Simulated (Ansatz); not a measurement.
# CH4SeSi (SMILES C1[SiH2][Se]1): one structure at several levels

The task here is to estimate one member of a computed series from the others.

The runs use Ansatz 0.2.0, Gaussian basis; single points in def2-TZVPP.

Correlated methods freeze the cores. Filled d shells of the heavier atoms are correlated.

## Starting geometry

SMILES `C1[SiH2][Se]1`, 7 atoms, charge 0, spin multiplicity 1.

Atoms are counted from 1 here; the program's logs count them from 0.

Bond lengths: C1–Si2 1.840 Å, C1–Se3 2.022 Å, C1–H4 1.055 Å, C1–H5 1.016 Å, Si2–Se3 2.169 Å, Si2–H6 1.544 Å, Si2–H7 1.469 Å. Angles: Si2–C1–Se3 68.2°, Si2–C1–H4 120.7°, Si2–C1–H5 128.5°, Se3–C1–H4 106.3°, Se3–C1–H5 109.2°, H4–C1–H5 109.5°, C1–Si2–Se3 59.9°, C1–Si2–H6 112.5°, C1–Si2–H7 118.7°, Se3–Si2–H6 117.2°, Se3–Si2–H7 119.6°, H6–Si2–H7 116.6°, C1–Se3–Si2 51.9°.

Geometry (Å):

```xyz
7
CH4SeSi
C    -0.7020   -0.5369   -0.3182
Si    0.7155    0.3705    0.4245
Se   -0.3400    1.2063   -1.2764
H    -0.5408   -1.3028   -1.0257
H    -1.6711   -0.5558   -0.0123
H     0.3826    0.9486    1.8165
H     2.0703   -0.1681    0.2440
```

The first run:

run/in.yaml

```yaml
crystal:
  periodic: [false, false, false]
  atoms:
    - {symbol: C, position_ang: [-0.702000, -0.536900, -0.318200]}
    - {symbol: Si, position_ang: [0.715500, 0.370500, 0.424500]}
    - {symbol: Se, position_ang: [-0.340000, 1.206300, -1.276400]}
    - {symbol: H, position_ang: [-0.540800, -1.302800, -1.025700]}
    - {symbol: H, position_ang: [-1.671100, -0.555800, -0.012300]}
    - {symbol: H, position_ang: [0.382600, 0.948600, 1.816500]}
    - {symbol: H, position_ang: [2.070300, -0.168100, 0.244000]}
basis:
  gaussian: {orbitals: def2-TZVPP}
correlation: {method: ccsd_t}
output: {forces: true}
```

The command line of these runs was not kept.

Among the steps run: CCSD(T)/def2-TZVPP; PBE0-D4/def2-TZVPP; wB97M-V/def2-TZVPP; r2SCAN-D4/def2-TZVPP; PBE-D4/def2-TZVPP; SPW92/def2-TZVPP; BLYP-D4/def2-TZVPP.

One table of the session follows, with a row left open; its other results are not shown here.

```
   method  RMS force component (eV/Å)  angle to CCSD(T) forces (°)  dipole (D)
  CCSD(T)                       1.023                    reference        1.48
  PBE0-D4                           ?                            ?           ?
  wB97M-V                       1.008                          6.4        1.51
r2SCAN-D4                       1.009                          5.3        1.50
   PBE-D4                       1.073                          7.2        1.34
    SPW92                       1.105                         15.6        1.38
  BLYP-D4                       1.080                          9.7        1.36
```

Estimate the missing values for PBE0-D4.

As computed: RMS force component (eV/Å): 1.019; angle to CCSD(T) forces (°): 7.5; dipole (D): 1.48. In the column «RMS force component (eV/Å)» it lies between r2SCAN-D4 (1.009) and CCSD(T) (1.023).
